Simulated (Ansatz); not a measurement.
# C2H3Cl2NSi: the cost of one run

Program: Ansatz 0.2.0. Level of theory: RKS PBE-D4/STO-3G. These are calculated values, not measurements.

## Step 1: The structure to begin with

Bond lengths: N1–Si2 1.708 Å, Si2–Cl3 1.994 Å, Si2–C4 1.817 Å, Si2–C5 1.732 Å, C4–C5 1.331 Å, C5–Cl6 1.655 Å, N1–H7 1.039 Å, N1–H8 0.992 Å, C4–H9 0.995 Å. Angles (14 of 15 angles, heavy atoms first): N1–Si2–Cl3 112.0°, N1–Si2–C4 104.2°, N1–Si2–C5 125.0°, Cl3–Si2–C4 95.6°, Cl3–Si2–C5 114.2°, C4–Si2–C5 44.0°, Si2–C4–C5 64.6°, Si2–C5–C4 71.4°, Si2–C5–Cl6 152.7°, C4–C5–Cl6 135.7°, Si2–N1–H7 104.8°, Si2–N1–H8 107.4°, Si2–C4–H9 154.0°, C5–C4–H9 140.9°.

As a file:

```xyz
9

N    -0.3507   -1.6615    0.6052
Si    0.0657   -0.0222    0.8462
Cl    1.9438    0.1863    1.4839
C     0.3751    0.6104   -0.8286
C    -0.5092    1.3007   -0.1128
Cl   -1.3842    2.6880   -0.3310
H    -1.1873   -1.6350   -0.0103
H     0.3771   -2.0777    0.0754
H     0.7583    0.5646   -1.7452
```

## Step 2: Preparing the start

input.yaml reads:

```yaml
crystal:
  periodic: [false, false, false]
  atoms:
    - { symbol: "N", position_ang: [-0.3507, -1.6615, 0.6052] }
    - { symbol: Si, position_ang: [0.0657, -0.0222, 0.8462] }
    - { symbol: Cl, position_ang: [1.9438, 0.1863, 1.4839] }
    - { symbol: C, position_ang: [0.3751, 0.6104, -0.8286] }
    - { symbol: C, position_ang: [-0.5092, 1.3007, -0.1128] }
    - { symbol: Cl, position_ang: [-1.3842, 2.688, -0.331] }
    - { symbol: H, position_ang: [-1.1873, -1.635, -0.0103] }
    - { symbol: H, position_ang: [0.3771, -2.0777, 0.0754] }
    - { symbol: H, position_ang: [0.7583, 0.5646, -1.7452] }
basis:
  gaussian: { orbitals: STO-3G }
hamiltonian:
  xc: pbe
  dispersion: d4
relax:
  f_tol: 0.02
  max_steps: 40
scf:
  lower_state_search: "off"
output:
  orbitals: {}
```

Command:

```console
$ ansatz run input.yaml --threads 1 --pin off --max-ram 2048MiB --backend cpu --events-out ev --progress --plain --runs-dir out
```

**Question.** How long does this run take on 1 thread of an x86-64 CPU, shared host, and how much memory does it need?

About 33 s, with a peak of 0.15 GiB.
